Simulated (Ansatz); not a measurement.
Write a Python script for the Ansatz DFT code, driven from Python that makes a comparison of dispersion corrections of C2H7NOSn, SMILES C=[N][SnH]([CH3])[OH]. Settings (for the species named): B3LYP, def2-SVP basis, multiplicity 1, D3BJ dispersion.

```yaml
atoms:
  - { symbol: C, position_ang: [-1.1237, 1.5595, 1.0782] }
  - { symbol: N, position_ang: [-0.9724, 0.4000, 1.4640] }
  - { symbol: Sn, position_ang: [0.3886, -0.7892, 0.5339] }
  - { symbol: C, position_ang: [-0.0142, -0.9926, -1.5263] }
  - { symbol: O, position_ang: [2.2118, 0.0396, 0.6815] }
  - { symbol: H, position_ang: [-1.9127, 2.2350, 1.5644] }
  - { symbol: H, position_ang: [-0.5850, 2.0181, 0.2366] }
  - { symbol: H, position_ang: [0.4805, -2.3477, 1.3065] }
  - { symbol: H, position_ang: [-1.0871, -1.4524, -1.5678] }
  - { symbol: H, position_ang: [-0.0994, -0.0019, -1.9791] }
  - { symbol: H, position_ang: [0.6543, -1.6450, -2.0034] }
  - { symbol: H, position_ang: [2.1364, 0.9213, 0.2456] }
```

`c2h7nosn.py`:
```python
"""Dispersion corrections for C2H7NOSn."""

import ansatz as az

molecule = (
    az.Crystal.molecule()
    .atom("C", (-1.1237, 1.5595, 1.0782))
    .atom("N", (-0.9724, 0.4, 1.464))
    .atom("Sn", (0.3886, -0.7892, 0.5339))
    .atom("C", (-0.0142, -0.9926, -1.5263))
    .atom("O", (2.2118, 0.0396, 0.6815))
    .atom("H", (-1.9127, 2.235, 1.5644))
    .atom("H", (-0.585, 2.0181, 0.2366))
    .atom("H", (0.4805, -2.3477, 1.3065))
    .atom("H", (-1.0871, -1.4524, -1.5678))
    .atom("H", (-0.0994, -0.0019, -1.9791))
    .atom("H", (0.6543, -1.645, -2.0034))
    .atom("H", (2.1364, 0.9213, 0.2456))
)

job = molecule.calculation().basis(gaussian="def2-SVP")
for name in ["b3lyp", "revpbe"]:
    for correction in ("d3bj", "d4"):
        data = job.functional(name, dispersion=correction).run().report
        print(f"{name:8s} {correction:5s} total {data['free_energy_ev']:.5f} eV, of which dispersion {1000 * data['dispersion']['energy']['ev']:.2f} meV")
```

```console
$ python c2h7nosn.py
b3lyp    d3bj  total -11553.44443 eV, of which dispersion -452.65 meV
b3lyp    d4    total -11553.39648 eV, of which dispersion -404.71 meV
revpbe   d3bj  total -11551.09770 eV, of which dispersion -593.12 meV
revpbe   d4    total -11551.20409 eV, of which dispersion -699.51 meV
```

Notes:
- Total energies depend on the basis set; only differences at equal settings carry meaning.
- The geometry is a force-field or estimated start, not a minimum of this method, and the basis set is short of its limit. D4 holds the three-body term, and d3bj doesn't.
- def2 sets replace the cores of elements past krypton by effective core potentials.
- b3lyp holds the VWN-RPA fit, as in Gaussian; the form of ORCA and Turbomole is b3lyp5.
- Run time: 14 s on 1 thread of Arm Neoverse V2 (shared host), peak memory 0.29 GiB.
